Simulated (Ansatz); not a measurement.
**NOF (nitrosyl fluoride) at r2SCAN/STO-3G**

Aim: the electronic atomisation energy of NOF (nitrosyl fluoride) at r2SCAN/STO-3G, from 4 runs. 

The calculation is run with Ansatz 0.2.0.

63 further runs of the same task are left out: 16 that didn't finish, 47 set aside as unsound or not needed.

### 1 The structure to begin with

NOF has 3 atoms, charge 0, and is taken as a singlet. As SMILES, `O=NF`. The shape is that of a PBE0-D4/def2-TZVP optimisation.

Bond lengths: O1–N2 1.127 Å, N2–F3 1.483 Å. Angles: O1–N2–F3 110.4°.

### 2 A single-point energy at r2SCAN/STO-3G

Contents of job.yaml:

```yaml
basis:
  gaussian:
    orbitals: STO-3G
crystal:
  periodic: [false, false, false]
  atoms:
    - {symbol: O, position_ang: [0.868350, 0.242970, 0.504740]}
    - {symbol: N, position_ang: [0.148930, -0.482540, 0.029910]}
    - {symbol: F, position_ang: [-1.017290, 0.239580, -0.534650]}
hamiltonian:
  xc: {name: r2SCAN}
accuracy: high
```

Launch:

```console
$ ansatz run job.yaml --threads 1 --pin off --max-ram 3480MiB --events-out events.jsonl --progress --plain --runs-dir runs
```

The program printed:

```text
Warning: RAYON_NUM_THREADS=1 ignored (pool sized by the plan → 1); use --threads N
Functional definition: r2SCAN
  name "r2SCAN"
  parameter k0 = 0.174
  parameter k1 = 0.065
  parameter a1 = 4.9479
  exchange = r2scan_x(k0 = k0, k1 = k1, a1 = a1)
  correlation = r2scan_c
251 factors; integrals over basis functions are off by at most 3.5e-8 eV
mean field evaluation 1: about -6160.7467 eV, gradient 1.7e1 eV
mean field evaluation 2: about -6133.5074 eV, gradient 1.0e2 eV
mean field evaluation 4: about -6161.6203 eV, gradient 6.0e0 eV
mean field evaluation 8: about -6161.6713 eV, gradient 4.6e-2 eV
mean field evaluation 16: about -6161.6713 eV, gradient 1.4e-7 eV
mean field -6161.67134948 eV, -226.4372455624 hartree, gradient 1.1e-8 eV, S^2 0.000000; 0 other end points of the search recorded, 0 dependent functions left out
reference -6161.67134958 eV, -226.4372455661 hartree; 12, 12 occupied and 3, 3 virtual orbitals, 251 factors
Total energy: -6161.67134958 eV, -226.4372455661 hartree
```

Run time: 1.1 s. Hardware: 1 thread of Intel Xeon Platinum 8488C (Sapphire Rapids), shared host; peak memory 0.12 GiB.

### 3 The F atom

Contents of input.yaml:

```yaml
basis:
  gaussian:
    orbitals: STO-3G
crystal:
  periodic: [false, false, false]
  atoms:
    - {symbol: F, position_ang: [0.000000, 0.000000, 0.000000]}
hamiltonian:
  xc: r2scan
magnetization:
  spin_polarized: true
  initial_magnetization: 1
accuracy: high
```

Run the same way, it converges to -98.25342 Eh (log not shown).

### 4 The N atom

Contents of molecule.yaml:

```yaml
crystal:
  periodic: [false, false, false]
  atoms:
    - {symbol: "N", position_ang: [0.000000, 0.000000, 0.000000]}
basis:
  gaussian:
    orbitals: STO-3G
hamiltonian:
  xc: {name: r2SCAN}
accuracy: high
magnetization:
  spin_polarized: true
  initial_magnetization: 3
```

Launch:

```console
$ ansatz run molecule.yaml --threads 1 --pin off --max-ram 3480MiB --events-out events.jsonl --progress --plain --runs-dir runs
```

The program printed, shortened:

```text
Warning: RAYON_NUM_THREADS=1 ignored (pool sized by the plan → 1); use --threads N
[... 7 set-up lines as earlier in the session ...]
15 factors; integrals over basis functions are off by at most 1.1e-9 eV
mean field evaluation 1: about -1466.0659 eV, gradient 1.4e-10 eV
mean field evaluation 2: about -1466.0543 eV, gradient 5.0e-10 eV
mean field -1466.05426095 eV, -53.8765003625 hartree, gradient 0.0e0 eV, S^2 3.750000; 0 other end points of the search recorded, 0 dependent functions left out
reference -1466.05426113 eV, -53.8765003691 hartree; 5, 2 occupied and 0, 3 virtual orbitals, 15 factors
Total energy: -1466.05426113 eV, -53.8765003691 hartree
```

Wall time 0.4 s (1 thread of Intel Xeon Platinum 8488C (Sapphire Rapids), shared host); peak memory 0.1 GiB.

### 5 The O atom

Contents of job.yaml:

```yaml
crystal:
  periodic: [false, false, false]
  atoms:
    - {symbol: O, position_ang: [0.000000, 0.000000, 0.000000]}
basis:
  gaussian:
    orbitals: STO-3G
magnetization:
  spin_polarized: true
  initial_magnetization: 2
hamiltonian:
  xc: r2scan
accuracy: high
```

Run the same way, it converges to -74.01525 Eh (log not shown).

### 6 Summary of results

Level: r2SCAN/STO-3G.

| quantity | value |
| --- | --- |
| molecule: total energy | -226.43725 Eh |
| F atom: total energy | -98.25342 Eh |
| F atom: ⟨S²⟩ | 0.750 |
| N atom: total energy | -53.87650 Eh |
| N atom: ⟨S²⟩ | 3.750 |
| O atom: total energy | -74.01525 Eh |
| O atom: ⟨S²⟩ | 2.000 |
| electronic atomisation energy | 7.948 eV |

**Reading.** Taking the molecule apart into free atoms costs 7.95 eV (767 kJ/mol), before zero-point energy and without spin-orbit coupling. In a minimal basis such a difference can be off by several eV, whatever the method.
